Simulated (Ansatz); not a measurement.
# GeH+ (singlet): the correlation ladder at distance Ge1–H2 = 4.317 Å, cc-pVQZ

Aim: climb from Hartree-Fock through coupled cluster and multireference methods for GeH+ (singlet) at one geometry and basis, and see what each rung misses.

The runs use Ansatz 0.2.0, Gaussian basis; cc-pVQZ, core rule «outside noble gas», up to 14 orbitals frozen.

To be run: UHF; CCSD(T) on RHF; CCSD(T) on UHF; BCCD(T) on RHF; CCSDT(Q) on RHF; CCSDT(Q) on UHF; CASSCF and NEVPT2, 4 electrons in 5 orbitals; Full CI.

21 further runs of the same task are left out: 15 that didn't finish, 6 set aside as unsound or not needed.

## (1) What is computed

The geometry derives from a PBE0/def2-TZVP stationary point (not a proven minimum). One bond is set to the value named and the two fragments are kept rigid. No spin-orbit coupling is included. The filled d shell of Ge may be among the frozen orbitals whatever the setting's name suggests; the logs give the count.

2 atoms, charge 1, spin multiplicity 1.

Atoms are counted from 1 here; the program's logs count them from 0.

No contacts short enough for the rule that draws bonds.

## (2) UHF

File in.yaml:

```yaml
crystal:
  periodic: [false, false, false]
  atoms:
    - {symbol: Ge, position_ang: [0.000000, 0.000000, 0.000000]}
    - {symbol: H, position_ang: [0.000000, 0.000000, 4.317000]}
basis:
  gaussian: {orbitals: cc-pVQZ}
total_charge: 1
magnetization: {spin_polarized: true, initial_magnetization: 0}
hamiltonian: {xc: hf}
output: {orbitals: {seedname: orbitals}}
```

The run is started by

```console
ansatz run in.yaml --threads 1 --pin off --events-out ev --progress --plain --max-ram 2393MiB
```

After this run come: CCSD(T) on RHF; CCSD(T) on UHF; BCCD(T) on RHF; CCSDT(Q) on RHF; CCSDT(Q) on UHF; CASSCF and NEVPT2, 4 electrons in 5 orbitals; Full CI.

Q: Predict the results of all the runs planned. Wanted: FCI below the RHF energy; RMP2 from FCI; UMP2 from FCI; RCCSD from FCI; RCCSD(T) from FCI; UCCSD(T) from FCI; RCCSDT(Q) from FCI; UCCSDT(Q) from FCI; NEVPT2 valence from FCI.

As calculated:

```
                         quantity                                                  value
         FCI below the RHF energy                                             -5.5517 eV
                    RMP2 from FCI                                            +1833.1 meV
                    UMP2 from FCI                                             +384.3 meV
                   RCCSD from FCI                                             +292.7 meV
                RCCSD(T) from FCI                                             -126.9 meV
                UCCSD(T) from FCI                                               +5.5 meV
               RCCSDT(Q) from FCI                                               -1.0 meV
               UCCSDT(Q) from FCI                                               -1.5 meV
          NEVPT2 valence from FCI                                             +198.0 meV
levels within 1 kcal/mol (43 meV)  UCCSD, UCCSD(T), RCCSDT, UCCSDT, RCCSDT(Q), UCCSDT(Q)
                    T1 diagnostic                                                  0.089
   effectively unpaired electrons                                                   1.99
```

What this shows: RCCSD(T) lands -126.9 meV from the yardstick (2.3 % of the correlation energy). CCSD(T) misses by -126.9 meV on the restricted determinant and by +5.5 meV on the unrestricted one; the two need not hold the same state or core. RCCSD(T), BCCD(T) fall below full CI, which methods that aren't variational can do. With 2.0 effectively unpaired electrons against 0 the state is strongly multireference. Coupled cluster on one determinant still stays close here. These misses are within one basis, not against nature.
